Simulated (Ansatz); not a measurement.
I need a relaxed scan of one distance of FGeH3N, SMILES [NH2][GeH][F]. Use Ansatz's Python interface. Level of theory (for the species named): PBE, def2-SVP basis, multiplicity 2, D4 dispersion.

```yaml
atoms:
  - { symbol: N, position_ang: [-0.8263, -0.0159, -0.6384] }
  - { symbol: Ge, position_ang: [0.1678, -0.3080, 0.8553] }
  - { symbol: F, position_ang: [1.0714, -1.7704, 0.5930] }
  - { symbol: H, position_ang: [-1.2925, 0.9450, -0.4827] }
  - { symbol: H, position_ang: [-0.2133, 0.1832, -1.4616] }
  - { symbol: H, position_ang: [1.1350, 0.9022, 1.0881] }
```

`run_relaxed_scan.py`
```python
import ansatz as az
from ase import Atoms
import numpy as np

BASIS_SET = "def2-SVP"
FUNCTIONAL = "PBE"
VDW = "d4"

atoms = Atoms(["N", "Ge", "F", "H", "H", "H"], positions=[
    (-0.8263, -0.0159, -0.6384),
    (0.1678, -0.308, 0.8553),
    (1.0714, -1.7704, 0.593),
    (-1.2925, 0.945, -0.4827),
    (-0.2133, 0.1832, -1.4616),
    (1.135, 0.9022, 1.0881),
])
molecule = az.Crystal.molecule_from_ase(atoms)

calc = (
    molecule.calculation()
    .basis(gaussian=BASIS_SET)
    .functional(FUNCTIONAL, dispersion=VDW)
    .spin("collinear", total=1)
)
symbols = [site.symbol for site in molecule.cartesian_sites]
pairs = [(0, 1), (0, 3), (0, 4), (1, 2), (1, 5)]
print("held (A)   E (eV)        ", "  ".join(f"{symbols[i]}{i}-{symbols[j]}{j}" for i, j in pairs))
for length in [0.99, 1.08, 1.17, 1.3, 1.46]:
    report = calc.relax(constraints=[az.DistanceConstraint((0, 3), at=length)], force_tolerance=0.02, max_steps=60).run(threads=1).report
    xyz = np.array(report["positions_ang"])
    print(f"{length:6.2f} {report['free_energy_ev']:14.5f}  ", "  ".join(f"{np.linalg.norm(xyz[i] - xyz[j]):.3f}" for i, j in pairs))
```

```console
$ python run_relaxed_scan.py
held (A)   E (eV)         N0-Ge1  N0-H3  N0-H4  Ge1-F2  Ge1-H5
DeckWarning: relax.constraints: the input's atoms, or those drawn, lie off the distances that are held; a relaxation that starts there is brought onto them ahead of its first SCF, by positions alone, an atom by 4.47e-2 Å at the most. With the symmetry detection on, the symmetry is detected on the input's atoms as so [...]
  0.99   -60750.76476   1.863  0.990  1.027  1.774  1.590
  1.08   -60750.74778   1.869  1.080  1.030  1.774  1.589
  1.17   -60750.49127   1.875  1.170  1.032  1.775  1.589
  1.30   -60749.92096   1.883  1.300  1.034  1.774  1.590
  1.46   -60749.13205   1.889  1.460  1.037  1.776  1.588
```
(Warnings from the package without file and line, shortened, repeats left out.)

What to keep in mind:
- Total energies depend on the basis set; only differences at equal settings carry meaning.
- The energies are electronic: no zero-point or thermal terms, and the basis set is short of its limit.
- The run takes the species as open-shell (spin multiplicity 2), which needn't be its ground state.
- Run time: 5.8 min on 1 thread of Arm Neoverse V1, on a shared host, peak memory 0.23 GiB.
